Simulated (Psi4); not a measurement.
# InN3H6 (SMILES [NH2][In]([NH2])[NH2]): a chain of runs

Aim: a series of 10 runs (PBE-D4/def2-SVP, PBE0-D4/def2-TZVP, PBE-D4/def2-TZVPP, r2SCAN-D4/def2-TZVPP, B3LYP-D4/def2-TZVPP, PBE0-D4/def2-TZVPP, wB97M-V/def2-TZVPP, CCSD(T)/def2-TZVPP, and more) of InN3H6. The job is set up through a Python script.

Program for the calculation: Psi4 1.11.

### Step 1. Starting point

InN3H6 has 10 atoms, charge 0, and is taken as a singlet. SMILES: `[NH2][In]([NH2])[NH2]`. Geometry: a GFN2-xTB, rattled relaxation, a rough one for these elements and not checked as a minimum. The run starts from this shape.

Bond lengths: N1–In2 2.052 Å, In2–N3 2.032 Å, In2–N4 2.018 Å, N1–H5 1.015 Å, N1–H6 1.007 Å, N3–H7 1.073 Å, N3–H8 1.035 Å, N4–H9 1.069 Å, N4–H10 0.973 Å. Some angles: N1–In2–N3 120.0°, N1–In2–N4 121.1°, N3–In2–N4 118.4°, In2–N1–H5 109.0°, In2–N1–H6 115.4°, In2–N3–H7 112.8°, In2–N3–H8 112.4°, In2–N4–H9 113.8°, In2–N4–H10 115.6°, H5–N1–H6 106.9°.

### Step 2. A structure relaxation at PBE-D4/def2-SVP (density fitting, core potential) (run 1)

h6inn3.py reads:

```python
import psi4

psi4.set_memory(5500000000)
psi4.set_num_threads(2)
psi4.set_output_file('run.log', False)

molecule = psi4.geometry("""
0 1
N     -1.881890     0.618758    -0.609573
In    -0.013860     0.016223    -0.011258
N      0.558588    -1.917114    -0.265530
N      1.183348     1.240369     1.056037
H     -2.147571     0.097132    -1.439259
H     -1.967382     1.595535    -0.837481
H      1.152790    -2.285603     0.548726
H     -0.239368    -2.574101    -0.222734
H      2.223510     1.005653     0.975788
H      1.129938     2.185324     0.828400
symmetry c1
""")

psi4.set_options({
    'basis': 'def2-SVP',
    'reference': 'rks',
    'scf_type': 'df',
    'geom_maxiter': 60,
    'max_force_g_convergence': 0.0005,
})

energy_value = psi4.optimize("pbe-d4")
print(f'total energy {energy_value:.8f} hartree = {energy_value * 27.211386:.5f} eV')
print(molecule.to_string(dtype='xyz', units='Angstrom'))
```

On the command line:

```sh
$ python h6inn3.py
```

run.log:

```text
[...]
    !!!  WARNING: ECP capability is in beta. Please check occupations closely.  !!!
[...]
  Running in c1 symmetry.
[...]
  Nuclear repulsion =  197.684233076366070
[...]
  Multiplicity = 1
[...]
  Nalpha       = 24
  Nbeta        = 24
[...]
    Number of basis functions: 98
[...]
   @DF-RKS iter   0:  -357.68151086968771   -3.57682e+02   2.76873e-04
[...]
   @DF-RKS iter   9:  -357.67415382652553   -7.95808e-13   2.25470e-09 DIIS
[...]
  @DF-RKS Final Energy:  -357.67415382652553
   => Energetics <=
    Nuclear Repulsion Energy =            194.7084913702921085
    One-Electron Energy =                -950.2519552991774390
    Two-Electron Energy =                 437.3426056718256518
    DFT Exchange-Correlation Energy =     -39.4673998489705440
    Empirical Dispersion Energy =          -0.0058957204953063
    VV10 Nonlocal Energy =                  0.0000000000000000
    Total Energy =                       -357.6741538265255258
[...]
  -Total Gradient:
     Atom            X                  Y                   Z
    ------   -----------------  -----------------  -----------------
       1        0.000099948202     0.000025481951    -0.000088496705
       2       -0.000230547768     0.000324595195     0.000214197980
       3        0.000007343739    -0.000702682791    -0.000121586670
       4       -0.000016130634     0.000219422928    -0.000545241267
       5       -0.000052431259     0.000081553289     0.000031596726
       6       -0.000041096763    -0.000109490961    -0.000066597833
       7        0.000104215518     0.000243254478     0.000113016819
       8       -0.000007519628     0.000277931790    -0.000071952525
       9        0.000003875791    -0.000069878512     0.000259462739
      10        0.000002657241    -0.000314445196     0.000243726905
[...]
```

Standard output:

```text
Optimizer: Optimization complete!
total energy -357.67415383 hartree = -9732.80946 eV
10
0 1 H6InN3
N                    -1.876586322081     0.613223439086    -0.633937813721
In                    0.006848929129     0.009360260519    -0.017469565822
N                     0.569139298973    -1.971476349798    -0.264396930874
N                     1.236877774278     1.273165683682     1.066212057903
H                    -2.192430635754     0.103938689572    -1.470126499866
H                    -1.920684907223     1.612925932950    -0.871338433042
H                     1.177354775585    -2.294478663449     0.500132501378
H                    -0.242729011843    -2.603056982530    -0.274098676523
H                     2.232414386737     1.033446329874     0.971772144958
H                     1.145730972574     2.262276903242     0.802848249438
```

Run time: 20 s. Hardware: 2 threads of AMD EPYC 9R45 (Zen 5), shared host; peak memory 0.77 GiB.

Steps, from the record of the run:

| step | energy from the first frame kept (eV) | largest force (eV/Å) |
| --- | --- | --- |
| 0 | 0.0000 | 3.3716 |
| 1 | -0.2077 | 0.3029 |
| 2 | -0.2161 | 0.1210 |
| 3 | -0.2175 | 0.0549 |
| 4 | -0.2180 | 0.0367 |

After the run. Bond lengths: N1–In2 2.072 Å, In2–N3 2.074 Å, In2–N4 2.070 Å, N1–H5 1.029 Å, N1–H6 1.028 Å, N3–H7 1.029 Å, N3–H8 1.029 Å, N4–H9 1.028 Å, N4–H10 1.028 Å. Some angles: N1–In2–N3 119.3°, N1–In2–N4 121.2°, N3–In2–N4 119.0°, In2–N1–H5 112.1°, In2–N1–H6 113.0°, In2–N3–H7 111.8°, In2–N3–H8 111.9°, In2–N4–H9 112.6°, In2–N4–H10 113.6°, H5–N1–H6 106.3°.

### Step 3. A geometry optimisation at PBE0-D4/def2-TZVP (density fitting, core potential) (run 2)

job.py reads:

```python
import psi4

psi4.set_memory(5500000000)
psi4.set_num_threads(2)
psi4.core.set_output_file('h6inn3.out', False)

m = psi4.geometry("""
N     -1.897446     0.619828    -0.627235
In    -0.014010     0.015964    -0.010766
N      0.548280    -1.964872    -0.257694
N      1.216018     1.279770     1.072915
H     -2.213290     0.110543    -1.463423
H     -1.941544     1.619530    -0.864635
H      1.156495    -2.287874     0.506836
H     -0.263588    -2.596453    -0.267396
H      2.211555     1.040051     0.978475
H      1.124872     2.268881     0.809551
units angstrom
symmetry c1
""")

psi4.set_options({
    'basis': 'def2-TZVP',
    'scf_type': 'df',
    'geom_maxiter': 50,
    'max_force_g_convergence': 0.0002,
})

E = psi4.optimize('PBE0-D4', molecule=m)
print(f'PBE0-D4 energy: {E:.10f} Eh')
print(m.to_string(dtype='xyz', units='Angstrom'))
for k, v in sorted(psi4.core.scalar_variables().items()):
    print(f'{k:45s} {v:18.10f}')
```

On the command line:

```sh
$ python job.py
```

h6inn3.out:

```text
[...]
    !!!  WARNING: ECP capability is in beta. Please check occupations closely.  !!!
[...]
  Running in c1 symmetry.
[...]
  Nuclear repulsion =  194.708495362538088
[...]
  Multiplicity = 1
[...]
  Nalpha       = 24
  Nbeta        = 24
[...]
    Number of basis functions: 179
[...]
   @DF-RKS iter   1:  -356.98678499171422   -9.06024e-01   8.23703e-03 ADIIS/DIIS
[...]
   @DF-RKS iter   8:  -357.90332173348639   -7.16227e-12   2.57824e-09 DIIS
[...]
  @DF-RKS Final Energy:  -357.90332173348639
   => Energetics <=
    Nuclear Repulsion Energy =            198.3443351349345392
    One-Electron Energy =                -957.8863802879790228
    Two-Electron Energy =                 431.7936858863119483
    DFT Exchange-Correlation Energy =     -30.1498064186184429
    Empirical Dispersion Energy =          -0.0051560481354597
    VV10 Nonlocal Energy =                  0.0000000000000000
    Total Energy =                       -357.9033217334863934
[...]
  -Total Gradient:
     Atom            X                  Y                   Z
    ------   -----------------  -----------------  -----------------
       1       -0.000098886622    -0.000041707581    -0.000071575552
       2       -0.000040289100     0.000167444454     0.000022530353
       3        0.000049646702    -0.000078534548    -0.000029306504
       4        0.000113024291     0.000007899641    -0.000011585167
       5        0.000067302704     0.000003172451     0.000034633989
       6        0.000052755245    -0.000041371016     0.000026891894
       7       -0.000043701580     0.000021685480     0.000001900488
       8        0.000003509322     0.000039640988     0.000022911822
       9       -0.000068395214    -0.000036062856    -0.000011849177
      10       -0.000020442512    -0.000065938274     0.000008636024
[...]
```

It took 40 s on 2 threads of AMD EPYC 9R45 (Zen 5), shared host; peak memory 1.3 GiB.

Step by step:

| step | energy from the first frame kept (eV) | largest force (eV/Å) |
| --- | --- | --- |
| 0 | 0.0000 | 0.6677 |
| 1 | -0.0601 | 0.2453 |
| 2 | -0.0732 | 0.1533 |
| 3 | -0.0808 | 0.1005 |
| 4 | -0.0825 | 0.0296 |
| 5 | -0.0826 | 0.0089 |

After the run. Bond lengths: N1–In2 2.026 Å, In2–N3 2.027 Å, In2–N4 2.025 Å, N1–H5 1.010 Å, N1–H6 1.010 Å, N3–H7 1.010 Å, N3–H8 1.010 Å, N4–H9 1.010 Å, N4–H10 1.010 Å. Some angles: N1–In2–N3 119.5°, N1–In2–N4 120.7°, N3–In2–N4 119.5°, In2–N1–H5 116.0°, In2–N1–H6 116.5°, In2–N3–H7 116.0°, In2–N3–H8 116.0°, In2–N4–H9 116.1°, In2–N4–H10 116.7°, H5–N1–H6 108.4°.

Runs 3 to 7 aren't shown in full; the table further down has their settings and results.

### Step 4. A single-point energy at wB97M-V/def2-TZVPP (density fitting, core potential) (run 8)

h6inn3.xyz reads:

```xyz
10
H6InN3
N     -1.832101     0.628998    -0.656407
In    -0.016464     0.012025    -0.003504
N      0.516498    -1.931547    -0.220721
N      1.202768     1.274104     1.007876
H     -2.241676     0.086304    -1.403406
H     -1.919014     1.607890    -0.889213
H      1.167094    -2.291508     0.463171
H     -0.243121    -2.591224    -0.312258
H      2.181466     1.025234     1.026888
H      1.127308     2.255365     0.781526
```

h6inn3.py reads:

```python
import psi4

psi4.set_memory(5500000000)
psi4.set_num_threads(2)
psi4.set_output_file('run.log', False)

with open('h6inn3.xyz') as f:
    atoms = ''.join(f.readlines()[2:])
molecule = psi4.geometry('0 1\n' + atoms + 'symmetry c1')

psi4.set_options(dict(basis='def2-TZVPP', reference='rks', scf_type='df', dft_radial_points=99, dft_spherical_points=590, dft_vv10_postscf=True))

result = psi4.energy("wb97m-v", molecule=molecule)
print('E =', round(result, 9))
```

On the command line:

```sh
$ python h6inn3.py
```

run.log:

```text
[...]
    !!!  WARNING: ECP capability is in beta. Please check occupations closely.  !!!
[...]
  Running in c1 symmetry.
[...]
  Nuclear repulsion =  198.344346722435148
[...]
  Multiplicity = 1
[...]
  Nalpha       = 24
  Nbeta        = 24
[...]
    Number of basis functions: 227
[...]
   @DF-RKS iter   1:  -357.42961498137578   -1.30962e+00   5.83502e-03 ADIIS/DIIS
[...]
   @DF-RKS iter   9:  -358.16408492294897   -2.70653e-07   4.11893e-07 DIIS
[...]
  @DF-RKS Final Energy:  -357.97760468340078
   => Energetics <=
    Nuclear Repulsion Energy =            198.3443467224351480
    One-Electron Energy =                -957.7348401274937260
    Two-Electron Energy =                 429.0005072338823311
    DFT Exchange-Correlation Energy =     -27.7741195911973406
    Empirical Dispersion Energy =           0.0000000000000000
    VV10 Nonlocal Energy =                  0.1865010789727998
    Total Energy =                       -357.9776046834007843
[...]
 Multipole Moments:
 ------------------------------------------------------------------------------------
     Multipole            Electronic (a.u.)      Nuclear  (a.u.)        Total (a.u.)
 ------------------------------------------------------------------------------------
 L = 1.  Multiply by 2.5417464519 to convert [e a0] to [Debye]
 Dipole X            :          0.2778313           -0.1177245            0.1601068
 Dipole Y            :          0.4402314           -0.3241249            0.1161066
 Dipole Z            :         -0.6873387            0.3526367           -0.3347020
 Magnitude           :                                                    0.3887677
[...]
```

Standard output:

```text
E = -357.977604683
```

Run time: 42 s. Hardware: 2 threads of AMD EPYC 9R45 (Zen 5), shared host; peak memory 3.9 GiB.

Run 9 isn't shown in full; the table further down has it.

### Step 5. The energy at MP2/def2-QZVPP (density fitting, core potential, density fitting for correlation) (run 10)

run.py reads:

```python
import psi4

psi4.set_memory('5500 MB')
psi4.set_num_threads(2)
psi4.core.set_output_file('output.dat', False)

geom = psi4.geometry("""
0 1
N
In 1 2.025704
N 2 2.026994 1 119.54876
N 2 2.025404 1 120.71067 3 -174.56699
H 1 1.010087 2 115.98637 4 159.60717
H 1 1.009942 5 108.38419 2 133.28247
H 3 1.010225 2 116.00431 4 23.03914
H 3 1.010235 7 108.2349 2 -132.37416
H 4 1.010024 2 116.05038 1 -159.89244
H 4 1.009852 9 108.42418 2 -133.56013
symmetry c1
""")

psi4.set_options({
    'scf_type': 'df',
    'num_frozen_docc': 7,
})

e = psi4.energy('mp2/def2-QZVPP')
print(f'mp2/def2-QZVPP energy: {e:.10f} Eh')
for k, v in sorted(psi4.core.scalar_variables().items()):
    print(f'{k:45s} {v:18.10f}')
```

On the command line:

```sh
$ python run.py
```

output.dat:

```text
[...]
    !!!  WARNING: ECP capability is in beta. Please check occupations closely.  !!!
[...]
  Running in c1 symmetry.
[...]
  Nuclear repulsion =  198.344319435950410
[...]
  Multiplicity = 1
[...]
  Nalpha       = 24
  Nbeta        = 24
[...]
    Number of basis functions: 433
[...]
   @DF-RHF iter   1:  -355.68598781743754   -1.81501e+00   2.38828e-03 ADIIS/DIIS
[...]
   @DF-RHF iter  12:  -356.15153157154157   -3.68914e-11   4.64136e-09 DIIS
[...]
  @DF-RHF Final Energy:  -356.15153157154157
   => Energetics <=
    Nuclear Repulsion Energy =            198.3443194359504105
    One-Electron Energy =                -957.6485424355437317
    Two-Electron Energy =                 403.1526914280517531
    Total Energy =                       -356.1515315715415682
[...]
 Multipole Moments:
 ------------------------------------------------------------------------------------
     Multipole            Electronic (a.u.)      Nuclear  (a.u.)        Total (a.u.)
 ------------------------------------------------------------------------------------
 L = 1.  Multiply by 2.5417464519 to convert [e a0] to [Debye]
 Dipole X            :          0.8508316           -0.4295100            0.4213216
 Dipole Y            :          0.2604803           -0.2176486            0.0428316
 Dipole Z            :         -0.1071860            0.1068619           -0.0003242
 Magnitude           :                                                    0.4234933
[...]
```

On the terminal:

```text
mp2/def2-QZVPP energy: -357.3368178568 Eh
CURRENT CORRELATION ENERGY                         -1.1852862853
CURRENT ENERGY                                   -357.3368178568
CURRENT REFERENCE ENERGY                         -356.1515315715
CUSTOM SCS-MP2 CORRELATION ENERGY                  -1.1278025992
CUSTOM SCS-MP2 TOTAL ENERGY                      -357.2793341707
DD SOLVATION ENERGY                                 0.0000000000
HF KINETIC ENERGY                                 240.3468889277
HF POTENTIAL ENERGY                              -596.4984204993
HF TOTAL ENERGY                                  -356.1515315715
HF VIRIAL RATIO                                     2.4818229317
MP2 CORRELATION ENERGY                             -1.1852862853
MP2 DOUBLES ENERGY                                 -1.1852862853
MP2 OPPOSITE-SPIN CORRELATION ENERGY               -0.8454313509
MP2 SAME-SPIN CORRELATION ENERGY                   -0.3398549344
MP2 SINGLES ENERGY                                 -0.0000000000
MP2 TOTAL ENERGY                                 -357.3368178568
NUCLEAR REPULSION ENERGY                          198.3443194360
ONE-ELECTRON ENERGY                              -957.6485424355
PCM POLARIZATION ENERGY                             0.0000000000
PE ENERGY                                           0.0000000000
SCF ITERATION ENERGY                             -356.1515315715
SCF ITERATIONS                                     12.0000000000
SCF TOTAL ENERGY                                 -356.1515315715
SCS-MP2 CORRELATION ENERGY                         -1.1278025992
SCS-MP2 TOTAL ENERGY                             -357.2793341707
TWO-ELECTRON ENERGY                               403.1526914281
```

Run time: 9 s. Hardware: 2 threads of AMD EPYC 9R45 (Zen 5), shared host; peak memory 1.9 GiB.

### Step 6. The series

| run | level | geom maxiter | max force g convergence | energy (Eh) | dipole moment (D) | HOMO energy (eV) | LUMO energy (eV) | wall time |
| --- | --- | --- | --- | --- | --- | --- | --- | --- |
| 1 | PBE-D4/def2-SVP (density fitting, core potential) | 60 | 0.0005 | -357.674154 | 1.13 | -5.12 | -1.46 | 20 s |
| 2 | PBE0-D4/def2-TZVP (density fitting, core potential) | 50 | 0.0002 | -357.903322 | 0.99 | -6.76 | -0.63 | 40 s |
| 3 | PBE0-D4/def2-TZVP (density fitting, core potential) | – | – | -357.903322 | 0.99 | – | – | 7.4 min |
| 4 | PBE-D4/def2-TZVPP (density fitting, core potential) | – | – | -357.903794 | 0.88 | -5.38 | -1.50 | 17 s |
| 5 | r2SCAN-D4/def2-TZVPP (density fitting, core potential) | – | – | -358.077625 | 0.91 | -5.67 | -1.18 | 34 s |
| 6 | B3LYP-D4/def2-TZVPP (density fitting, core potential) | – | – | -358.180481 | 0.95 | -6.53 | -0.98 | 15 s |
| 7 | PBE0-D4/def2-TZVPP (density fitting, core potential) | – | – | -357.908940 | 0.95 | -6.77 | -0.64 | 16 s |
| 8 | wB97M-V/def2-TZVPP (density fitting, core potential) | – | – | -357.977605 | 0.99 | -9.20 | 0.98 | 42 s |
| 9 | CCSD(T)/def2-TZVPP (density fitting, core potential, density fitting for correlation) | – | – | -357.137920 | – | -10.17 | 1.96 | 12 min |
| 10 | MP2/def2-QZVPP (density fitting, core potential, density fitting for correlation) | – | – | -357.336818 | – | -10.21 | 1.50 | 9 s |

### Step 7. Summary of results

| quantity | value |
| --- | --- |
| run 10, MP2/def2-QZVPP: total energy | -357.33682 Eh |
| run 10, MP2/def2-QZVPP: HOMO energy (Hartree–Fock orbitals) | -10.21 eV |
| run 10, MP2/def2-QZVPP: LUMO energy (Hartree–Fock orbitals) | 1.50 eV |
| run 10, MP2/def2-QZVPP: HOMO–LUMO gap (Hartree–Fock orbitals) | 11.72 eV |
| run 10, MP2/def2-QZVPP: correlation energy (7 core orbitals frozen) | -1185.3 mEh |

Over runs 3, 4, 5, 6, 7, 8 the dipole moment (its size) runs from 0.88 D (PBE-D4/def2-TZVPP) to 0.99 D (PBE0-D4/def2-TZVP). The two ends differ in method and basis. Over runs 4, 5, 6, 7, 8 the HOMO–LUMO gap runs from 3.88 eV (PBE-D4/def2-TZVPP) to 10.18 eV (wB97M-V/def2-TZVPP). Totals of different functionals can't be ranked against each other. All runs together took 23 min, the longest 12 min.
